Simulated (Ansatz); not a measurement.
# Ag: a tetragonal deformation path

One table from this session's results is given with a row withheld; the runs are named, their logs left out.

Computed with Ansatz 0.2.0 (DFT PBEsol, scalar-relativistic, plane waves, PAW, unless a step's input says otherwise).

**The system as given**

Symmetry: Fm-3m, No. 225, cubic system. Conventional cell: a = 4.086 Å, b = 4.086 Å, c = 4.086 Å, α = 90.00°, β = 90.00°, γ = 90.00°. Ag (site symmetry m-3m) is surrounded by 12 Ag at 2.89 Å.

As a file:

```
CELL_PARAMETERS angstrom
0.00000 2.04310 2.04310
2.04310 0.00000 2.04310
2.04310 2.04310 0.00000
ATOMIC_POSITIONS crystal
Ag 0.00000 0.00000 0.00000
```

No relaxation comes first: the listed cell is the starting point.

**The reference cell**

The reference gives a free energy of -7522.2475 eV, pressure -2.64 GPa, largest force 0.000 eV/Å and gap on the mesh none (metal). It was computed beforehand with the settings of the runs below.

The first run:

At fixed volume and fractional coordinates, lengths along (0.000, 0.000, 1.000) are scaled against those across it; ρ is that ratio over its starting value.

File input.yaml:

```yaml
crystal:
  lattice:
    - [0.0, 2.2934176608, 1.6214462862]
    - [2.2934176608, 0.0, 1.6214462862]
    - [2.2934176608, 2.2934176608, 0.0]
  atoms:
    - { symbol: Ag, position: [0.0, 0.0, 0.0] }
basis:
  ecutwfc: 420
kpoints:
  mp_grid: { grid: [22, 22, 22] }
hamiltonian:
  xc: pbesol
scf:
  occupations: { method: gaussian, width: 0.15 }
output:
  forces: true
  stress: true
  eigenvalues: true
```

Started as:

```sh
$ ansatz run input.yaml --threads 1 --pin off --max-ram 2560MiB --backend cpu --events-out ev --progress --plain --runs-dir out
```

Steps of the session up to this table: ρ = 0.707; ρ = 1.414; At ρ = 0.850; ρ = 1.200; At ρ = 0.780; Point ρ = 1.300; At ρ = 0.920; At ρ = 1.100; At ρ = 0.650; At ρ = 1.500; Point ρ = 0.960; At ρ = 1.050.

One of the session's tables, all rows but one given; the rest of the session is left out.

It belongs to the step «The scan collected». Collected from the runs (energy zero: the undisturbed cell):

```
    ρ  ΔE (meV/atom)  pressure (GPa)
0.650           36.4            -1.8
0.707           39.0            -1.8
0.780           33.1            -1.9
0.850           20.9            -2.1
0.920            8.0            -2.4
0.960            2.2            -2.6
1.000            0.0            -2.6
1.050            3.8            -2.6
1.100           15.8            -2.3
1.200              ?               ?
1.300          149.8             2.1
1.414          297.8             7.0
1.500          446.5            11.9
```

Q: Estimate the row for ρ = 1.200 from the others.

Worked estimate for «ΔE (meV/atom)». A straight line through the neighbours (1.100, 15.8) and (1.300, 149.8) gives 15.8 + (149.8 − 15.8) × (1.200 − 1.100) / (1.300 − 1.100) = 82.8; a parabola fitted to 4 rows on both sides gives 63.1.

The run gave: ΔE (meV/atom): 64.3; pressure (GPa): -0.8. In «ΔE (meV/atom)» the line misses by +18.5 and the parabola by -1.2.
